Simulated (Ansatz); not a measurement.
# FO2Si: the cost of one run

The runs use Ansatz 0.2.0, Gaussian basis; r2SCAN-D4/def2-SVP.

## Step 1: The starting structure

SMILES `O=[Si]([O-])F`, 4 atoms, charge -1, spin multiplicity 1.

Atoms are counted from 1 here; the program's logs count them from 0.

Bond lengths: O1–Si2 1.523 Å, Si2–O3 1.523 Å, Si2–F4 1.669 Å. Angles: O1–Si2–O3 138.5°, O1–Si2–F4 110.7°, O3–Si2–F4 110.8°.

As a file:

```xyz
4

O     0.86370    0.70390    1.12215
Si    0.07399   -0.09078    0.09010
O    -0.18302   -1.54669   -0.27712
F    -0.75468    0.93358   -0.93514
```

## Step 2: The run

md/in.yaml reads:

```yaml
crystal:
  periodic: [false, false, false]
  atoms:
    - {symbol: O, position_ang: [0.863700, 0.703900, 1.122150]}
    - {symbol: Si, position_ang: [0.073990, -0.090780, 0.090100]}
    - {symbol: O, position_ang: [-0.183020, -1.546690, -0.277120]}
    - {symbol: F, position_ang: [-0.754680, 0.933580, -0.935140]}
basis:
  gaussian: {orbitals: def2-SVP}
total_charge: -1
hamiltonian: {xc: r2scan, dispersion: d4}
md: {n_steps: 40, timestep: 1.0, temperature: 1500, ensemble: nve, seed: 153, initial_velocities: maxwell_boltzmann}
```

The run is started by

```console
$ ansatz run in.yaml --threads 2 --pin off --events-out ev --progress --plain --max-ram 3481MiB
```

What time and memory should one allow on 2 threads of Intel Xeon at 2.50GHz, shared host?

About 78 s, with a peak of 0.12 GiB.
